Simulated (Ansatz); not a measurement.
# AlGeH3 (singlet): PBE, r2SCAN, PBE0, B3LYP, wB97M-V, B2PLYP, RPA-PBE over vertical spin and charge gaps, cc-pVTZ

How well do these functionals follow the top wave-function level for AlGeH3 (singlet) over vertical spin and charge gaps?

Program: Ansatz 0.2.0, Gaussian basis. Level of theory: cc-pVTZ, all electrons in the functionals, frozen cores in the correlation of double hybrids and RPA. These are calculated values, not measurements.

Plan: PBE, r2SCAN, PBE0, B3LYP, wB97M-V, B2PLYP, RPA-PBE, at charge 0, singlet; charge 0, triplet; charge 1, doublet.

4 further runs of the same task are left out: 1 for a known fault of the program, 3 set aside as unsound or not needed.

### Step 1. The geometry

The geometry is a PBE0/def2-TZVP stationary point (not a proven minimum). No spin-orbit coupling is included. The filled d shell of Ge may be among the frozen orbitals whatever the setting's name suggests; the logs give the count.

5 atoms, charge 0, spin multiplicity 1.

Atoms are counted from 1 here; the program's logs count them from 0.

Bond lengths: Ge1–Al2 2.489 Å, Ge1–H3 1.666 Å, Ge1–H4 1.666 Å, Ge1–H5 1.569 Å, Al2–H3 1.966 Å, Al2–H4 1.966 Å. Angles: Al2–Ge1–H3 52.0°, Al2–Ge1–H4 52.0°, Al2–Ge1–H5 136.6°, H3–Ge1–H4 79.6°, H3–Ge1–H5 97.5°, H4–Ge1–H5 97.5°, Ge1–Al2–H3 41.9°, Ge1–Al2–H4 41.9°, H3–Al2–H4 65.7°, Ge1–H3–Al2 86.1°, Ge1–H4–Al2 86.1°.

No dispersion term is added; wB97M-V holds VV10 nonlocal correlation. B3LYP takes the VWN-RPA correlation.

The geometry shown and the zero of energy belong to the point charge 0, singlet. The yardstick, UCCSDT(Q), and other wave-function levels (R restricted, U unrestricted, valence and pair active spaces) come from earlier runs.

### Step 2. PBE, charge 0, singlet

File in.yaml:

```yaml
crystal:
  periodic: [false, false, false]
  atoms:
    - {symbol: Ge, position_ang: [-0.042193, 0.000000, 0.662306]}
    - {symbol: Al, position_ang: [0.019956, 0.000001, -1.825711]}
    - {symbol: H, position_ang: [0.749707, -1.065978, -0.343663]}
    - {symbol: H, position_ang: [0.749700, 1.065983, -0.343662]}
    - {symbol: H, position_ang: [1.007150, 0.000002, 1.828832]}
basis:
  gaussian: {orbitals: cc-pVTZ}
hamiltonian: {xc: {name: PBE}}
output: {orbitals: {seedname: orbitals}}
```

Run with:

```console
ansatz run in.yaml --threads 1 --pin off --events-out ev --progress --plain --max-ram 2816MiB --backend cpu
```

After this run come: PBE, charge 0, triplet; PBE, charge 1, doublet; r2SCAN, charge 0, singlet; r2SCAN, charge 0, triplet; r2SCAN, charge 1, doublet; PBE0, charge 0, singlet; PBE0, charge 0, triplet; PBE0, charge 1, doublet; B3LYP, charge 0, singlet; B3LYP, charge 0, triplet; B3LYP, charge 1, doublet; wB97M-V, charge 0, singlet; wB97M-V, charge 0, triplet; wB97M-V, charge 1, doublet; B2PLYP, charge 0, singlet; B2PLYP, charge 0, triplet; B2PLYP, charge 1, doublet; RPA-PBE, charge 0, singlet; RPA-PBE, charge 0, triplet; RPA-PBE, charge 1, doublet.

Before running them: what should the planned runs give, taken together? Wanted: singlet to triplet, UCCSDT(Q); ionisation to the doublet cation, UCCSDT(Q); largest miss, PBE; largest miss, r2SCAN; largest miss, PBE0; largest miss, B3LYP; largest miss, wB97M-V; largest miss, B2PLYP; largest miss, RPA-PBE.

**Answer**, as computed:

| quantity | value |
| --- | --- |
| singlet to triplet, UCCSDT(Q) | 286.6 kJ/mol |
| ionisation to the doublet cation, UCCSDT(Q) | 849.1 kJ/mol |
| largest miss, PBE | -10.3 kJ/mol (singlet to triplet) |
| largest miss, r2SCAN | -35.0 kJ/mol (singlet to triplet) |
| largest miss, PBE0 | -14.8 kJ/mol (singlet to triplet) |
| largest miss, B3LYP | +6.1 kJ/mol (singlet to triplet) |
| largest miss, wB97M-V | +33.0 kJ/mol (singlet to triplet) |
| largest miss, B2PLYP | +5.7 kJ/mol (singlet to triplet) |
| largest miss, RPA-PBE | +14.9 kJ/mol (ionisation to the doublet cation) |
| largest miss, RCCSD(T) | +0.9 kJ/mol (ionisation to the doublet cation) |
| largest miss, UCCSD(T) | +2.0 kJ/mol (ionisation to the doublet cation) |

**Reading.** Of the functionals, B2PLYP keep the smallest largest miss at the points compared (at most 5.7 kJ/mol) and r2SCAN strays most (35.0 kJ/mol, at singlet to triplet). Functionals and the yardstick converge differently with the basis, so part of each miss in cc-pVTZ is the basis.
